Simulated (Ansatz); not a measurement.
# FeGe: further runs on the relaxed cell

An exercise on one series of results from a longer session: the logs are not shown, and one member is left open.

Computed with Ansatz 0.2.0 (DFT PBE, scalar-relativistic, plane waves, PAW, unless a step's input says otherwise).

### Starting point

It takes space group P2_13 (No. 198, cubic). Conventional cell: a = 4.663 Å, b = 4.663 Å, c = 4.663 Å, α = 90.00°, β = 90.00°, γ = 90.00°. Fe (site symmetry 3) is surrounded by 7 Ge at 2.37 to 2.63 Å. Around Ge (site symmetry 3) lie 7 Fe at 2.37 to 2.63 Å.

Structure file:

```cif
data_structure
_symmetry_space_group_name_H-M 'P2_13'
_symmetry_Int_Tables_number 198
_cell_length_a 4.6633
_cell_length_b 4.6633
_cell_length_c 4.6633
_cell_angle_alpha 90.000
_cell_angle_beta 90.000
_cell_angle_gamma 90.000
_cell_volume 101.41
loop_
_atom_site_label
_atom_site_type_symbol
_atom_site_symmetry_multiplicity
_atom_site_Wyckoff_symbol
_atom_site_fract_x
_atom_site_fract_y
_atom_site_fract_z
_atom_site_occupancy
Fe1 Fe 4 a 0.13475 0.13475 0.13475 1
Ge1 Ge 4 a 0.84168 0.84168 0.84168 1
```

This cell was relaxed beforehand with the same method: volume 12.68 Å³/atom, gap on the mesh none (metal), site moments up to 1.2 μB.

Set-up of the first run:

The input, input.yaml:

```yaml
crystal:
  lattice:
    - [4.6162040784, 0.0, 0.0]
    - [0.0, 4.6162040784, 0.0]
    - [0.0, 0.0, 4.6162040784]
  atoms:
    - { symbol: Fe, position: [0.1347540839, 0.1347540839, 0.1347540839], spin: 1.27 }
    - { symbol: Fe, position: [0.3652459161, 0.8652459161, 0.6347540839], spin: 1.27 }
    - { symbol: Fe, position: [0.6347540839, 0.3652459161, 0.8652459161], spin: 1.27 }
    - { symbol: Fe, position: [0.8652459161, 0.6347540839, 0.3652459161], spin: 1.27 }
    - { symbol: Ge, position: [0.8416779713, 0.8416779713, 0.8416779713] }
    - { symbol: Ge, position: [0.6583220287, 0.1583220287, 0.3416779713] }
    - { symbol: Ge, position: [0.3416779713, 0.6583220287, 0.1583220287] }
    - { symbol: Ge, position: [0.1583220287, 0.3416779713, 0.6583220287] }
basis:
  ecutwfc: 420
kpoints:
  mp_grid: { grid: [8, 8, 8] }
hamiltonian:
  xc: pbe
scf:
  occupations: { method: gaussian, width: 0.1 }
output:
  forces: true
  stress: true
  eigenvalues: true
  populations: true
magnetization:
  spin_polarized: true
relax:
  adjacent_minimum: "off"
  f_tol: 0.01
  max_steps: 30
```

The run is started by

```console
$ ansatz run input.yaml --threads 2 --pin off --max-ram 5120MiB --backend cpu --events-out ev --progress --plain --runs-dir out
```

Among the steps run: Point at V/V0 = 0.97; Volume × 1.03; Volume × 0.94; The cell scaled to 1.06 of its volume.

One table of the session follows, with a row left open; its other results are not shown here.

It belongs to the step «Energy against volume». 

```
volume (Å³/atom)  energy above the lowest point (meV/atom)  pressure (GPa)  largest moment (μB)
          11.916                                      25.9           11.72                 1.09
          12.296                                         ?               ?                    ?
          12.676                                       0.0            0.02                 1.15
          13.057                                       5.4           -4.22                 1.20
          13.437                                      19.7           -7.57                 1.27
```

Q: Estimate the row for volume (Å³/atom) = 12.296 from the others.

Worked estimate for «energy above the lowest point (meV/atom)». A straight line through the neighbours (11.916, 25.9) and (12.676, 0.0) gives 25.9 + (0.0 − 25.9) × (12.296 − 11.916) / (12.676 − 11.916) = 13.0; a parabola fitted to 3 rows on both sides gives 6.8.

**Answer.** energy above the lowest point (meV/atom): 6.0; pressure (GPa): 5.32; largest moment (μB): 1.12. In «energy above the lowest point (meV/atom)» the line misses by +7.0 and the parabola by +0.8.

To keep in mind: Warnings in the runs' records: stress scf threshold loose.
